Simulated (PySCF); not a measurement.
**[EuSF]−: other functionals and bases at one geometry**

Aim: see how levels, charges and forces of [EuSF]− depend on the level of theory. It is a constructed species; whether it can be made isn't addressed.

Computed with PySCF 2.14.0. Level: several levels, as the steps say, no spin–orbit coupling.

1 further run of the same task is left out (for a known fault of the program).

### 1 The starting structure

3 atoms, charge -1, spin multiplicity 1.

Bond lengths: Eu1–S2 2.600 Å, Eu1–F3 2.191 Å. Angles: S2–Eu1–F3 131.6°.

As a file:

```
Eu   -0.21727    0.00000   -0.25002
S     2.16292    0.00000    0.79632
F    -2.20857    0.00000    0.66485
```

Formal oxidation states: Eu +2. Each metal's 7 4f electrons lie in its core potential, so multiplicities, spins and levels count the valence alone. An earlier session relaxed this geometry at PBE0, Eu lcecp-0-SVP with ECP53, S def2-SVP, F def2-SVP (singlet, point group Cs).

At PBE0 on the finer grid: E = -527.094580 Eh, frontier levels not given, since the 4f levels lie in the core, Mulliken charge on Eu1 +0.19 e, largest force component 0.004 eV/Å. 

Levels to run: TPSSh; CAM-B3LYP; PBE0, TZVP. Hardware: 2 threads of Arm Neoverse V2, shared host.

### 2 TPSSh

run.py (the lines that set the calculation)

```python
mol = gto.M(atom='''
Eu    -0.21727     0.00000    -0.25002
S      2.16292     0.00000     0.79632
F     -2.20857     0.00000     0.66485''',
    basis={'Eu': 'lcecp-0-SVP', 'S': 'def2-SVP', 'F': 'def2-SVP'},
    ecp={'Eu': 'lcecp-0-SVP'},
    charge=-1, spin=0)
mf = dft.RKS(mol, xc='TPSSH')
mf.grids.atom_grid = (75, 302)  # f atoms: unpruned, at least (60, 302)
mf = mf.density_fit()  # fitting sets: Eu AutoAux, S def2-universal-JKFIT, F def2-universal-JKFIT
mf.conv_tol = 1e-08; mf.max_cycle = 55
mf.kernel(dm0)  # dm0: the density of the relaxed state
```

The run is started by

```console
$ OMP_NUM_THREADS=2 python run.py
```

The log of the run:

```text
init E= -527.35005452883
cycle= 1 E= -527.35029030337  delta_E= -0.000236  |g|= 0.0183  |ddm|= 0.0936
cycle= 2 E= -527.350016090313  delta_E= 0.000274  |g|= 0.0403  |ddm|= 0.0584
cycle= 3 E= -527.350365606703  delta_E= -0.00035  |g|= 0.00345  |ddm|= 0.0407
cycle= 4 E= -527.350368361872  delta_E= -2.76e-06  |g|= 0.00182  |ddm|= 0.00783
cycle= 5 E= -527.350369881254  delta_E= -1.52e-06  |g|= 0.000181  |ddm|= 0.00373
cycle= 6 E= -527.350369897111  delta_E= -1.59e-08  |g|= 3.89e-05  |ddm|= 0.000427
cycle= 7 E= -527.350369898008  delta_E= -8.97e-10  |g|= 1.13e-05  |ddm|= 0.000156
Extra cycle  E= -527.350369897984  delta_E= 2.42e-11  |g|= 2.03e-05  |ddm|= 6.09e-05
converged SCF energy = -527.350369897984
```

Wall time 2.1 s (2 threads of Arm Neoverse V2, shared host).

Result: E = -527.350370 Eh, frontier levels not given, since the 4f levels lie in the core, Mulliken charge on Eu1 +0.17 e, largest force component 0.145 eV/Å. The gap is small, and the closed shell wasn't tested for a lower spin-broken solution. The highest filled level lies above zero; it isn't the detachment energy.

### 3 CAM-B3LYP

Edit run.py (the lines that set the calculation) of step 2 so:

```diff
@@ -7,3 +7,3 @@
     charge=-1, spin=0)
-mf = dft.RKS(mol, xc='TPSSH')
+mf = dft.RKS(mol, xc='CAMB3LYP')
 mf.grids.atom_grid = (75, 302)  # f atoms: unpruned, at least (60, 302)
```

The run is started by

```console
$ OMP_NUM_THREADS=2 python run.py
```

The log of the run:

```text
init E= -527.285421516865
cycle= 1 E= -527.286090265881  delta_E= -0.000669  |g|= 0.03  |ddm|= 0.11
cycle= 2 E= -527.285817069949  delta_E= 0.000273  |g|= 0.0434  |ddm|= 0.106
cycle= 3 E= -527.286417524763  delta_E= -0.0006  |g|= 0.00143  |ddm|= 0.059
cycle= 4 E= -527.286421143124  delta_E= -3.62e-06  |g|= 0.00118  |ddm|= 0.00935
cycle= 5 E= -527.286421943719  delta_E= -8.01e-07  |g|= 0.000483  |ddm|= 0.00297
cycle= 6 E= -527.286422294722  delta_E= -3.51e-07  |g|= 0.00017  |ddm|= 0.00247
cycle= 7 E= -527.286422401939  delta_E= -1.07e-07  |g|= 5.96e-05  |ddm|= 0.00153
cycle= 8 E= -527.286422425581  delta_E= -2.36e-08  |g|= 2.27e-05  |ddm|= 0.000799
cycle= 9 E= -527.286422428451  delta_E= -2.87e-09  |g|= 6.86e-06  |ddm|= 0.000285
Extra cycle  E= -527.286422428603  delta_E= -1.52e-10  |g|= 5.67e-06  |ddm|= 4.34e-05
converged SCF energy = -527.286422428603
```

Wall time 2.3 s (2 threads of Arm Neoverse V2, shared host).

Result: E = -527.286422 Eh, frontier levels not given, since the 4f levels lie in the core, Mulliken charge on Eu1 +0.17 e, largest force component 0.055 eV/Å. 

### 4 PBE0, TZVP

Basis: Eu lcecp-0-TZVP with ECP53, S def2-TZVP, F def2-TZVP. 

run.py (the lines that set the calculation)

```python
mol = gto.M(atom='''
Eu    -0.21727     0.00000    -0.25002
S      2.16292     0.00000     0.79632
F     -2.20857     0.00000     0.66485''',
    basis={'Eu': 'lcecp-0-TZVP', 'S': 'def2-TZVP', 'F': 'def2-TZVP'},
    ecp={'Eu': 'lcecp-0-TZVP'},
    charge=-1, spin=0)
mf = dft.RKS(mol, xc='PBE0')
mf.grids.atom_grid = (75, 302)  # f atoms: unpruned, at least (60, 302)
mf = mf.density_fit()  # fitting sets: Eu AutoAux, S def2-universal-JKFIT, F def2-universal-JKFIT
mf.conv_tol = 1e-08; mf.max_cycle = 55
mf.kernel(dm0)  # dm0: free metal ions and neutral atoms
```

The run is started by

```console
$ OMP_NUM_THREADS=2 python run.py
```

The log of the run:

```text
init E= -558.726430488202
cycle= 1 E= -515.776962475912  delta_E= 42.9  |g|= 7.15  |ddm|= 5.15
cycle= 2 E= -490.894277094739  delta_E= 24.9  |g|= 11.5  |ddm|= 8.71
cycle= 3 E= -525.157456196765  delta_E= -34.3  |g|= 3.27  |ddm|= 7.37
cycle= 4 E= -507.362526661593  delta_E= 17.8  |g|= 5.95  |ddm|= 7.19
cycle= 5 E= -526.706073140458  delta_E= -19.3  |g|= 1.69  |ddm|= 6.18
cycle= 6 E= -527.30140078963  delta_E= -0.595  |g|= 0.455  |ddm|= 1.27
cycle= 7 E= -527.338938543189  delta_E= -0.0375  |g|= 0.308  |ddm|= 0.788
cycle= 8 E= -527.361655337537  delta_E= -0.0227  |g|= 0.0572  |ddm|= 0.285
cycle= 9 E= -527.362372095099  delta_E= -0.000717  |g|= 0.0254  |ddm|= 0.0945
cycle= 10 E= -527.362541024294  delta_E= -0.000169  |g|= 0.00864  |ddm|= 0.0279
cycle= 11 E= -527.362571577897  delta_E= -3.06e-05  |g|= 0.00217  |ddm|= 0.0138
cycle= 12 E= -527.362573613898  delta_E= -2.04e-06  |g|= 0.000487  |ddm|= 0.00364
cycle= 13 E= -527.36257378593  delta_E= -1.72e-07  |g|= 0.000188  |ddm|= 0.00147
cycle= 14 E= -527.362573829462  delta_E= -4.35e-08  |g|= 6.12e-05  |ddm|= 0.000832
cycle= 15 E= -527.362573837751  delta_E= -8.29e-09  |g|= 1.5e-05  |ddm|= 0.000461
Extra cycle  E= -527.362573838107  delta_E= -3.56e-10  |g|= 1.77e-05  |ddm|= 8.55e-05
converged SCF energy = -527.362573838107
```

Run time: 5.9 s. Hardware: 2 threads of Arm Neoverse V2, shared host.

Read off: E = -527.362574 Eh, frontier levels not given, since the 4f levels lie in the core, Mulliken charge on Eu1 +0.66 e, largest force component 0.298 eV/Å. 

### 5 Results

| level | state | charge on Eu1 (e) | dipole (D) | largest force (eV/Å) | basis functions | time |
| --- | --- | --- | --- | --- | --- | --- |
| PBE0 (relaxed here) | singlet | 0.19 | 9.19 | 0.00 | 63 | 3.4 s |
| TPSSh | singlet | 0.17 | 9.04 | 0.14 | 63 | 2.1 s |
| CAM-B3LYP | singlet | 0.17 | 9.50 | 0.05 | 63 | 2.3 s |
| PBE0, TZVP | singlet | 0.66 | 9.99 | 0.30 | 115 | 5.9 s |

Times are on 2 threads of Arm Neoverse V2, shared host; the first row also made further properties. The dipole of a charged species depends on the origin, so these sizes hold for this origin alone.

The largest leftover force, 0.30 eV/Å with PBE0, TZVP, stands at a geometry relaxed at another level. The Mulliken charge on Eu spans +0.17 to +0.66 e over the levels. With 4f in the core, its levels are missing from HOMO and gap. Total energies of different levels can't be compared. Spin–orbit coupling is left out throughout.
